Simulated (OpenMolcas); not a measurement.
# Re⁶⁺ among point charges: CASSCF and CASPT2 levels and susceptibility

How does a field of 6 point charges split the states of Re⁶⁺, and what χT follows?

Method: state-averaged CASSCF and CASPT2, spin-orbit coupling by RASSI with atomic mean-field integrals. Code: OpenMolcas 26.06.

## Step 1: The system

| Item | Value |
| --- | --- |
| Species | Re⁶⁺ (rhenium, Z = 75, 69 electrons) |
| Basis | ANO-RCC-VDZP [7s6p4d2f1g], 68 functions |
| Scalar Hamiltonian | DKH2, point nucleus |
| Inactive shells | 1s 2s 2p 3s 3p 3d 4s 4p 4d 4f 5s 5p |
| Active space | 1 electron in 5 orbitals (5d) |
| Some configurations of this space | 5d |
| Orbitals | optimised for each spin and parity, averaged over all roots |

Outer shells as boxes (Hund's rule):

5d
```
5d [↑ ][  ][  ][  ][  ]
```

The ion sits among 6 point charges of -1.5 e arranged as a tetragonal octahedron (D4h), 2.37 Å from the ion, with the axial distance 2.773 Å.

Each step is its own input file, run in one work folder so that later steps find the files of earlier ones. Labels, J, g values, rates, χT and fits are worked out afterwards by a script from the matrices that RASSI stores. The input lists half of the charges; inversion (Group=XYZ) makes the rest.

## Step 2: One- and two-electron integrals

a.inp

```
&GATEWAY
Coord
1

Re 0.0 0.0 0.0
Basis=ANO-RCC-VDZP
Group=XYZ
NoMove
AngMom=0.0 0.0 0.0
AMFI
XField
3 Angstrom 0
2.370000 0.000000 0.000000 -1.500000
0.000000 2.370000 0.000000 -1.500000
0.000000 0.000000 2.772900 -1.500000
&SEWARD
```

On the command line:

```sh
> OMP_NUM_THREADS=1 MOLCAS_MEM=1689 MOLCAS_PROJECT=a pymolcas a.inp > a.log
```

## Step 3: CASSCF: doublets of even parity, 5 roots

a.inp

```
&RASSCF
FileOrb=start.orb
Symmetry=1
Spin=2
nActEl=1 0 0
Inactive=15 19
Ras2=5 0
CIRoot=5 5 1
SDav=5
CIMx=300
Iter=120 100
PrWF=0.3
OrbListing=Nothing
MaxOrb=0
>>> COPY $Project.JobIph JOB001
```

start.orb holds the contracted functions of the basis, ordered by shell, or the orbitals of the step before.

## Step 4: State interaction with spin-orbit coupling

a.inp

```
&RASSI
NrOfJobIphs=1 5
1 2 3 4 5
IphNames
JOB001
EJob
SpinOrbit
DIPRint=1.0
SOCoupling=1000.0
Subsets=2
Property=9
'ANGMOM' 1 'ANGMOM' 2 'ANGMOM' 3 'MLTPL  1' 1 'MLTPL  1' 2 'MLTPL  1' 3
'AMFI' 1 'AMFI' 2 'AMFI' 3
SOProperty=3
'ANGMOM' 1 'ANGMOM' 2 'ANGMOM' 3
```

## Step 5: CASPT2: IPEA 0.25, imaginary shift 0.1 (closed shells correlated: 5s 5p)

a.inp

```
>>> COPY JOB001 $Project.JobIph
&CASPT2
Multistate=5 1 2 3 4 5
NoMult
Frozen=14 16
IPEA=0.25
Imaginary=0.1
MaxIter=60
WThr=0.0 0.3 0.05
PrWF=0.5
NoMix
```

(Steps that only read results are left out.)

Q: Predict the outcome of this session. Wanted: spin-free ground state; first state of the same spin within the active space; lowest level; next level.

The runs gave:

```
                                            quantity                                                                        value
                                              method  SS-CASPT2, IPEA 0.25, imaginary shift 0.1 (closed shells correlated: 5s 5p)
                              spin-free ground state                                               2E, 2-fold in its orbital part
first state of the same spin within the active space                                                             2A1 at 1150 cm⁻¹
                                        lowest level                                            2-fold E1/2, g = 0.71, 1.63, 1.63
                                          next level                                                                  2266.7 cm⁻¹
                                         χT at 300 K                                                               0.20 cm³ K/mol
                           effective moment at 300 K                                                                      1.27 μB
```

Cost by method:

```tsv
method	time of its own steps	time with the reference
A. CASSCF	3 s	3 s
B. SS-CASPT2, IPEA 0.25, imaginary shift 0.1, +5s 5p	1.1 s	4.1 s
```

Times are of one thread on a shared host.

In words: The spin-free ground state (2E) comes to 100 % from free-ion D terms and keeps the highest spin of the shell. χT at 300 K is 0.20, against 0.38 cm³ K/mol for the spin alone, so orbital moment lowers it. The field of point charges can differ much from that of real complexes. Point charges carry no covalency, so the field is a model and not that of real ligands.
